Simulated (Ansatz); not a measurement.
# C₂H₈GaN: one species, many methods

How much do the methods differ for C₂H₈GaN? The plan is to run it at one geometry with functionals of several rungs and with coupled cluster, and see how far each lands from CCSD(T) at the basis-set limit for the atomisation energy.

Program: Ansatz 0.2.0, Gaussian basis. Level of theory: functionals in def2-TZVPP, the program's frozen cores in correlated methods. These are calculated values, not measurements.

The runs, in order: LDA (SPW92), PBE-D4, revPBE-D4, BLYP-D4, r2SCAN-D4, B97M-V, PBE0-D4, B3LYP-D4, r2SCANh-D4, r2SCAN0-D4, HSE06-D4, BHLYP-D4, CAM-B3LYP-D4, LC-ωPBE, ωB97X-V, ωB97M-V, B2PLYP, PBE-QIDH; CCSD(T)/def2-SVP; CCSD(T)/def2-TZVPP; MP2/def2-QZVPP; extrapolation to the limit; RPA on PBE.

## Step 1: The geometry

An earlier PBE0-D4 in a triple-zeta def2 set relaxation fixed the geometry.

SMILES `C[CH2][GaH][NH2]`, 12 atoms, charge 0, spin multiplicity 1.

Atoms are counted from 1 here; the program's logs count them from 0.

Bond lengths: C1–C2 1.524 Å, C1–H5 1.093 Å, C1–H6 1.093 Å, C1–H7 1.094 Å, C2–Ga3 1.971 Å, C2–H8 1.096 Å, C2–H9 1.096 Å, Ga3–N4 1.820 Å, Ga3–H10 1.567 Å, N4–H11 1.006 Å, N4–H12 1.006 Å. Angles: C2–C1–H5 111.6°, C2–C1–H6 111.6°, C2–C1–H7 112.0°, H5–C1–H6 107.1°, H5–C1–H7 107.1°, H6–C1–H7 107.1°, C1–C2–Ga3 114.5°, C1–C2–H8 110.7°, C1–C2–H9 110.6°, Ga3–C2–H8 107.7°, Ga3–C2–H9 107.7°, H8–C2–H9 105.1°, C2–Ga3–N4 116.9°, C2–Ga3–H10 127.4°, N4–Ga3–H10 115.8°, Ga3–N4–H11 124.2°, Ga3–N4–H12 124.1°, H11–N4–H12 111.7°.

## Step 2: LDA

This LDA is Slater exchange with PW92 correlation.

Input file in.yaml:

```yaml
crystal:
  periodic: [false, false, false]
  atoms:
    - {symbol: C, position_ang: [-1.372402, -0.749884, -0.088159]}
    - {symbol: C, position_ang: [-0.037634, -1.041417, 0.587919]}
    - {symbol: Ga, position_ang: [1.338680, 0.343168, 0.314186]}
    - {symbol: N, position_ang: [0.871891, 1.775773, -0.706955]}
    - {symbol: H, position_ang: [-1.262323, -0.650170, -1.171519]}
    - {symbol: H, position_ang: [-1.814108, 0.181596, 0.276442]}
    - {symbol: H, position_ang: [-2.103702, -1.544518, 0.089581]}
    - {symbol: H, position_ang: [-0.171198, -1.170500, 1.667656]}
    - {symbol: H, position_ang: [0.373775, -1.993879, 0.235704]}
    - {symbol: H, position_ang: [2.800541, 0.355044, 0.877134]}
    - {symbol: H, position_ang: [1.485950, 2.543705, -0.917508]}
    - {symbol: H, position_ang: [-0.032569, 1.896082, -1.130382]}
basis:
  gaussian: {orbitals: def2-TZVPP}
hamiltonian: {xc: lda}
output: {orbitals: {seedname: orbitals}}
```

Further steps of the session: PBE-D4 (GGA); revPBE-D4 (GGA); BLYP-D4 (GGA); r2SCAN-D4 (meta-GGA); B97M-V (meta-GGA); PBE0-D4 (hybrid); B3LYP-D4 (hybrid); r2SCANh-D4 (hybrid); r2SCAN0-D4 (hybrid); HSE06-D4 (hybrid); BHLYP-D4 (hybrid); CAM-B3LYP-D4 (range-separated); LC-ωPBE-D4 (range-separated); ωB97X-V (range-separated); ωB97M-V (range-separated); B2PLYP (double hybrid); PBE-QIDH (double hybrid); CCSD(T) in def2-SVP; CCSD(T) in def2-TZVPP; MP2 in def2-QZVPP; RPA on PBE orbitals.

Q: Predict the results of all the runs planned. Wanted: atomisation energy, CCSD(T)/CBS; farthest beyond LDA; mean size of error, GGA; mean size of error, meta-GGA; mean size of error, hybrid; mean size of error, range-separated; mean size of error, double hybrid; gap, smallest and largest; T1 diagnostic.

**Answer**, as computed:

```
                               quantity                                                                                                                           value
        atomisation energy, CCSD(T)/CBS                                                                                                                       43.060 eV
    functionals within 0.431 eV (1.0 %)  PBE-D4, BLYP-D4, r2SCAN-D4, B97M-V, PBE0-D4, B3LYP-D4, r2SCANh-D4, HSE06-D4, CAM-B3LYP-D4, LC-ωPBE, ωB97X-V, ωB97M-V, PBE-QIDH
                    farthest beyond LDA                                                                                                            BHLYP-D4 (-1.148 eV)
                mean size of error, GGA                                                                                                                        0.447 eV
           mean size of error, meta-GGA                                                                                                                        0.144 eV
             mean size of error, hybrid                                                                                                                        0.431 eV
    mean size of error, range-separated                                                                                                                        0.093 eV
      mean size of error, double hybrid                                                                                                                        0.473 eV
              gap, smallest and largest                                                                                           4.72 eV (BLYP-D4), 11.81 eV (LC-ωPBE)
                          T1 diagnostic                                                                                                                          0.0124
triples share of the correlation energy                                                                                                                           3.8 %
```

What this shows: LDA overbinds by 5.551 eV (13 %). PBE-D4 misses by +0.364 eV. Double hybrids carry the basis error of their MP2 part in triple zeta, and no dispersion term here, so their miss is partly the set-up's. The rungs range-separated, meta-GGA miss on average by less than the doubt on the reference (0.431 eV), so they tie. Misses under about 0.431 eV are within the doubt on the reference itself, which lacks core-valence correlation, relativity and higher excitations, and its outer-core shells are covered unevenly. Hartree-Fock recovers 73 % of the binding; the rest is correlation. CCSD(T) in def2-SVP is off by -2.308 eV, so the small basis spoils what the method gains. The gap grows from 4.7 to 11.8 eV across the functionals, mostly with the share of exact exchange. Correlated methods include outer-core shells of Ga, which these sets cover unevenly.
